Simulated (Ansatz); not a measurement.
**C2H3AlO: a ladder of functionals and wavefunction methods**

An exercise on one series of results from a longer session: the logs are not shown, and one member is left open.

Method: functionals in def2-TZVPP, the program's frozen cores in correlated methods; program: Ansatz 0.2.0, Gaussian basis.

Levels to be run: LDA (SPW92), PBE-D4, revPBE-D4, BLYP-D4, r2SCAN-D4, B97M-V, PBE0-D4, B3LYP-D4, r2SCANh-D4, r2SCAN0-D4, HSE06-D4, BHLYP-D4, CAM-B3LYP-D4, LC-ωPBE, ωB97X-V, ωB97M-V, B2PLYP, PBE-QIDH; CCSD(T)/def2-SVP; CCSD(T)/def2-TZVPP; MP2/def2-QZVPP; extrapolation to the limit; RPA on PBE.

### Structure used throughout

The geometry comes from an earlier relaxation with PBE0-D4 in a triple-zeta def2 set; it is a stationary point, not always the lowest conformer.

SMILES `C=[C]1[O][AlH]1`, 7 atoms, charge 0, spin multiplicity 1.

Atoms are counted from 1 here; the program's logs count them from 0.

Bond lengths: C1–C2 1.321 Å, C1–H5 1.086 Å, C1–H6 1.082 Å, C2–O3 1.419 Å, C2–Al4 1.848 Å, O3–Al4 1.727 Å, Al4–H7 1.566 Å. Angles: C2–C1–H5 121.2°, C2–C1–H6 120.1°, H5–C1–H6 118.7°, C1–C2–O3 127.2°, C1–C2–Al4 170.6°, O3–C2–Al4 62.2°, C2–O3–Al4 71.2°, C2–Al4–O3 46.6°, C2–Al4–H7 173.2°, O3–Al4–H7 140.2°.

Set-up of the first run:

in.yaml

```yaml
crystal:
  periodic: [false, false, false]
  atoms:
    - {symbol: C, position_ang: [-0.566938, 0.915987, 0.957177]}
    - {symbol: C, position_ang: [-0.051791, 0.078408, 0.075463]}
    - {symbol: O, position_ang: [1.080965, -0.758255, 0.246907]}
    - {symbol: Al, position_ang: [0.445419, -0.999128, -1.340502]}
    - {symbol: H, position_ang: [-0.129771, 1.031914, 1.944780]}
    - {symbol: H, position_ang: [-1.439574, 1.502395, 0.702928]}
    - {symbol: H, position_ang: [0.722890, -1.839420, -2.632452]}
basis:
  gaussian: {orbitals: def2-TZVPP}
hamiltonian: {xc: lda}
output: {orbitals: {seedname: orbitals}}
```

Command:

```sh
> ansatz run in.yaml --threads 2 --pin off --events-out ev --progress --plain --max-ram 4352MiB
```

Steps of the session up to this table: LDA; PBE-D4 (GGA); revPBE-D4 (GGA); BLYP-D4 (GGA); r2SCAN-D4 (meta-GGA); B97M-V (meta-GGA); B3LYP-D4 (hybrid); r2SCANh-D4 (hybrid); r2SCAN0-D4 (hybrid); HSE06-D4 (hybrid); BHLYP-D4 (hybrid); CAM-B3LYP-D4 (range-separated); LC-ωPBE (range-separated); ωB97X-V (range-separated); ωB97M-V (range-separated); B2PLYP (double hybrid); PBE-QIDH (double hybrid).

One of the session's tables, all rows but one given; the rest of the session is left out.

It belongs to the step «Frontier levels by functional». 

```
  functional  HOMO (eV)  LUMO (eV)  gap (eV)
 LDA (SPW92)      -5.51      -2.46      3.04
      PBE-D4      -5.30      -2.23      3.07
   revPBE-D4      -5.22      -2.13      3.09
     BLYP-D4      -5.14      -2.14      3.00
   r2SCAN-D4      -5.46      -1.91      3.56
      B97M-V          ?          ?         ?
     PBE0-D4      -6.40      -1.48      4.92
    B3LYP-D4      -6.18      -1.71      4.47
  r2SCANh-D4      -5.88      -1.65      4.23
  r2SCAN0-D4      -6.52      -1.28      5.24
    HSE06-D4      -5.99      -1.84      4.15
    BHLYP-D4      -7.36      -0.75      6.60
CAM-B3LYP-D4      -7.70      -0.57      7.13
     LC-ωPBE      -9.05       0.54      9.60
     ωB97X-V      -8.68       0.43      9.11
     ωB97M-V      -8.61       0.15      8.75
```

**Question.** Estimate the row for B97M-V.

The run gave: HOMO (eV): -5.46; LUMO (eV): -2.11; gap (eV): 3.36.
